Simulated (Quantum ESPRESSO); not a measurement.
## NbSi in Quantum ESPRESSO: the effect of functional

NbSi:

```xyz
2
Lattice="0.0000 2.5738 2.5738 2.5738 0.0000 2.5738 2.5738 2.5738 0.0000" Properties=species:S:1:pos:R:3 pbc="T T T"
Nb    0.0000    0.0000    0.0000
Si    2.5738    2.5738    2.5738
```

The cell was built by a generator and needn't be a form met in nature.

Alike in all runs:

| Item | Value |
| --- | --- |
| Program | Quantum ESPRESSO 7.5 |
| Task | phonons |
| Cutoff | 612 eV |
| Density cutoff | 4898 eV |
| k mesh | 9 × 9 × 9 |
| Occupations | cold, width 0.2 eV |
| Spin | no spin polarisation |

Each run relaxes the cell or the atoms first.

**Question.** One run gave: relaxed volume 16.52 Å³/atom; highest phonon frequency 380 cm⁻¹. Which functional did it use?
A. vdW-DF-cx
B. PBEsol
C. PW91
D. LDA
E. BLYP

**Answer.** B.

| functional | potentials or basis | relaxed volume (Å³/atom) | highest phonon frequency (cm⁻¹) |
| --- | --- | --- | --- |
| LDA | GBRV 1.5 LDA | 16.22 | 386 |
| PBEsol | GBRV 1.5 PBEsol | 16.52 | 380 |
| BLYP | GBRV 1.5 PBE | 17.85 | 326 |
| revPBE | GBRV 1.5 PBE | 17.15 | 358 |
| PW91 | GBRV 1.5 PBE | 17.05 | 360 |
| vdW-DF-cx | GBRV 1.5 PBE | 16.68 | 376 |

Caveats: the potentials were made for another functional, which shifts forces and pressure (some runs).

Runs at the PBE level aren't shown here.
